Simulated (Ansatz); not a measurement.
# H₂Br (doublet): wave-function methods side by side at distance H1–H2 along a hydrogen transfer = 0.745 Å, cc-pVDZ

Aim: climb from Hartree-Fock through coupled cluster and multireference methods for H₂Br (doublet) at one geometry and basis, and see what each rung misses.

Program: Ansatz 0.2.0, Gaussian basis. Level of theory: cc-pVDZ, core rule «outside noble gas», up to 14 orbitals frozen. These are calculated values, not measurements.

To be run: UHF; CCSD(T) on ROHF; CCSD(T) on UHF; BCCD(T) on ROHF; CISD; CCSDT(Q) on ROHF; CCSDT(Q) on UHF; CCSDTQ on ROHF; CCSDTQ on UHF; CASSCF and MRCISD+Q, 3 electrons in 3 orbitals; CASSCF and NEVPT2, 3 electrons in 3 orbitals; CASSCF and MRCISD+Q, 9 electrons in 6 orbitals; CASSCF and NEVPT2, 9 electrons in 6 orbitals; Full CI.

12 further runs of the same task are left out: 12 set aside as unsound or not needed.

**1. The geometry**

The geometry derives from fragments relaxed apart (PBE0/def2-TZVP) and kept rigid, so it is no stationary point. A hydrogen atom is moved between rigid fragments. No spin-orbit coupling is included. The filled d shell of Br may be among the frozen orbitals whatever the setting's name suggests; the logs give the count.

3 atoms, charge 0, spin multiplicity 2.

Atoms are counted from 1 here; the program's logs count them from 0.

Bond lengths: H1–H2 0.745 Å.

**2. UHF**

in.yaml reads:

```yaml
crystal:
  periodic: [false, false, false]
  atoms:
    - {symbol: H, position_ang: [0.000000, 0.000000, -1.112000]}
    - {symbol: H, position_ang: [0.000000, 0.000000, -0.367000]}
    - {symbol: Br, position_ang: [0.000000, 0.000000, 1.479000]}
basis:
  gaussian: {orbitals: cc-pVDZ}
magnetization: {spin_polarized: true, initial_magnetization: 1}
hamiltonian: {xc: hf}
output: {orbitals: {seedname: orbitals}}
```

Started as:

```bash
$ ansatz run in.yaml --threads 1 --pin off --events-out ev --progress --plain --max-ram 5120MiB --backend cpu
```

After this run come: CCSD(T) on ROHF; CCSD(T) on UHF; BCCD(T) on ROHF; CISD; CCSDT(Q) on ROHF; CCSDT(Q) on UHF; CCSDTQ on ROHF; CCSDTQ on UHF; CASSCF and MRCISD+Q, 3 electrons in 3 orbitals; CASSCF and NEVPT2, 3 electrons in 3 orbitals; CASSCF and MRCISD+Q, 9 electrons in 6 orbitals; CASSCF and NEVPT2, 9 electrons in 6 orbitals; Full CI.

Before running them: what should the planned runs give, taken together? Wanted: FCI below the RHF energy; RMP2 from FCI; UMP2 from FCI; RCCSD from FCI; RCCSD(T) from FCI; UCCSD(T) from FCI; RCCSDT(Q) from FCI; UCCSDT(Q) from FCI; NEVPT2 pair from FCI.

**Answer**, as computed:

```
                         quantity                                                                                                  value
         FCI below the RHF energy                                                                                             -4.2195 eV
                    RMP2 from FCI                                                                                             +633.2 meV
                    UMP2 from FCI                                                                                             +641.8 meV
                   RCCSD from FCI                                                                                              +55.3 meV
                RCCSD(T) from FCI                                                                                              +11.9 meV
                UCCSD(T) from FCI                                                                                              +10.2 meV
               RCCSDT(Q) from FCI                                                                                               +0.3 meV
               UCCSDT(Q) from FCI                                                                                               -1.4 meV
             NEVPT2 pair from FCI                                                                                             +580.9 meV
          NEVPT2 valence from FCI                                                                                             +900.8 meV
        MRCISD+Q valence from FCI                                                                                               -7.4 meV
levels within 1 kcal/mol (43 meV)  RCCSD(T), UCCSD(T), BCCD(T), RCCSDT, UCCSDT, RCCSDT(Q), UCCSDT(Q), RCCSDTQ, UCCSDTQ, MRCISD+Q valence
                    T1 diagnostic                                                                                                  0.017
   effectively unpaired electrons                                                                                                   1.02
```

In words: RCCSD(T) misses by +11.9 meV, 0.3 % of the correlation energy. MRCISD+Q valence falls below full CI: the +Q correction isn't variational, and the cores differ from full CI's. One determinant dominates. Of the multireference levels listed MRCISD+Q valence comes nearest in total energy (-7.4 meV), which doesn't show that its space is the better one. These misses are within one basis, not against nature; the frozen cores of restricted and unrestricted runs differ, which can shift their rows.
